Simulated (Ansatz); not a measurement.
The system is CuSe.

```xyz
12
Lattice="4.0208 0.0000 0.0000 -2.0104 3.4822 0.0000 0.0000 0.0000 17.4846" Properties=species:S:1:pos:R:3 pbc="T T T"
Se    0.0000    0.0000   16.2702
Se    0.0000    0.0000    7.5279
Se    0.0000    0.0000    1.2144
Se    0.0000    0.0000    9.9567
Se    0.0000    2.3214    4.3711
Se    2.0104    1.1607   13.1134
Cu    2.0104    1.1607   15.6009
Cu    0.0000    2.3214    6.8586
Cu    0.0000    2.3214    1.8837
Cu    2.0104    1.1607   10.6260
Cu    0.0000    2.3214   13.1134
Cu    2.0104    1.1607    4.3711
```

The cell comes from a database or a generator and needn't be the stable form of this composition.

Base run:

```yaml
Program: Ansatz 0.2.0
Functional: PBEsol
Potentials_or_basis: all-electron LAPW, scalar-relativistic
Cutoff: 331 eV (chosen from the basis error)
Basis_error_allowed: 0.002 eV/atom
k_mesh: 8 × 8 × 2
Occupations: fermi-dirac, width 0.05 eV
Spin: no spin polarisation
```

Its results: pressure -3.5 GPa; largest force 0.033 eV/Å.

Task: The run is repeated on the same cell with these changes: functional from PBEsol to LDA. What comes out?

Result: Pressure -6.0 GPa; largest force 0.049 eV/Å.

LDA binds more tightly than PBEsol, so the same cell stands under less pressure.

Caveats: the run has no spin polarisation, though such a crystal can be magnetic.
